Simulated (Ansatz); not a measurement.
# BaLiF3: shifting one sublattice

This session takes BaLiF3 and sets out to measure how stiffly every Li atom is held.

Program: Ansatz 0.2.0. Level of theory: DFT LDA, scalar-relativistic, plane waves, PAW. These are calculated values, not measurements.

### 1 Starting point

The structure is cubic, space group Pm-3m (No. 221). The conventional cell has a = 3.989 Å, b = 3.989 Å, c = 3.989 Å, α = 90.00°, β = 90.00°, γ = 90.00°. Ba (site symmetry m-3m) has 12 F at 2.82 Å as nearest neighbours. Around Li (site symmetry m-3m) lie 6 F at 1.99 Å. F (site symmetry 4/mmm) is surrounded by 2 Li at 1.99 Å and 4 Ba at 2.82 Å.

Structure file:

```cif
data_structure
_symmetry_space_group_name_H-M 'Pm-3m'
_symmetry_Int_Tables_number 221
_cell_length_a 3.9886
_cell_length_b 3.9886
_cell_length_c 3.9886
_cell_angle_alpha 90.000
_cell_angle_beta 90.000
_cell_angle_gamma 90.000
_cell_volume 63.45
loop_
_atom_site_label
_atom_site_type_symbol
_atom_site_symmetry_multiplicity
_atom_site_Wyckoff_symbol
_atom_site_fract_x
_atom_site_fract_y
_atom_site_fract_z
_atom_site_occupancy
Ba1 Ba 1 a 0.00000 0.00000 0.00000 1
Li1 Li 1 b 0.50000 0.50000 0.50000 1
F1 F 3 c 0.00000 0.50000 0.50000 1
```

It goes back to an entry of the Materials Project, which need not be the stable form.

No relaxation comes first: the listed cell is the starting point.

### 2 Zero of energy

Reference values: F = -8372.0831 eV; pressure -5.98 GPa; largest force 0.000 eV/Å; gap on the mesh 6.57 eV. It was computed beforehand with the settings of the runs below.

### 3 The scan: shifting one sublattice

Every Li atom is moved by x along the Cartesian unit vector (0.707, 0.707, 0.000); the cell and all other atoms stay fixed. Forces below are components along that vector, summed over the moved atoms.

### 4 x = -0.300 Å

Contents of input.yaml:

```yaml
crystal:
  lattice:
    - [3.98858164, 0.0, 0.0]
    - [0.0, 3.98858164, 0.0]
    - [0.0, 0.0, 3.98858164]
  atoms:
    - { symbol: Ba, position: [0.0, 0.0, 0.0] }
    - { symbol: Li, position: [0.4468151705, 0.4468151705, 0.5] }
    - { symbol: F, position: [0.0, 0.5, 0.5] }
    - { symbol: F, position: [0.5, 0.5, 0.0] }
    - { symbol: F, position: [0.5, 0.0, 0.5] }
basis:
  ecutwfc: 420
kpoints:
  mp_grid: { grid: [6, 6, 6] }
hamiltonian:
  xc: lda
scf:
  occupations: { method: gaussian, width: 0.05 }
output:
  forces: true
  stress: true
  eigenvalues: true
```

### 5 Point x = 0.225 Å

input.yaml: that of step 4 with these lines changed.

```diff
@@ -7,3 +7,3 @@
     - { symbol: Ba, position: [0.0, 0.0, 0.0] }
-    - { symbol: Li, position: [0.4468151705, 0.4468151705, 0.5] }
+    - { symbol: Li, position: [0.5398886221, 0.5398886221, 0.5] }
     - { symbol: F, position: [0.0, 0.5, 0.5] }
```

### 6 Point x = -0.150 Å

input.yaml: that of step 5 with these lines changed.

```diff
@@ -7,3 +7,3 @@
     - { symbol: Ba, position: [0.0, 0.0, 0.0] }
-    - { symbol: Li, position: [0.5398886221, 0.5398886221, 0.5] }
+    - { symbol: Li, position: [0.4734075853, 0.4734075853, 0.5] }
     - { symbol: F, position: [0.0, 0.5, 0.5] }
```

### 7 At x = 0.075 Å

input.yaml: that of step 6 with these lines changed.

```diff
@@ -7,3 +7,3 @@
     - { symbol: Ba, position: [0.0, 0.0, 0.0] }
-    - { symbol: Li, position: [0.4734075853, 0.4734075853, 0.5] }
+    - { symbol: Li, position: [0.5132962074, 0.5132962074, 0.5] }
     - { symbol: F, position: [0.0, 0.5, 0.5] }
```

### 8 At x = 0.263 Å

input.yaml: that of step 7 with these lines changed.

```diff
@@ -7,3 +7,3 @@
     - { symbol: Ba, position: [0.0, 0.0, 0.0] }
-    - { symbol: Li, position: [0.5132962074, 0.5132962074, 0.5] }
+    - { symbol: Li, position: [0.5465367258, 0.5465367258, 0.5] }
     - { symbol: F, position: [0.0, 0.5, 0.5] }
```

(Steps that only read results are left out.)

Before running it: what results should come out?

The runs gave:

| quantity | value |
| --- | --- |
| force constant along x, from the points at -0.150, 0 and 0.075 Å | 2.99 eV/Å² |

**Reading.** The restoring force grows by 2.99 eV/Å per Å near the site; for the mass of Li against a rigid frame that is a vibration of about 342 cm⁻¹. The step of 0.15 Å is wide, so anharmonic terms mix in. The undisturbed cell stays the lowest of the sampled points. The gap on the mesh stays between 6.51 and 6.57 eV.
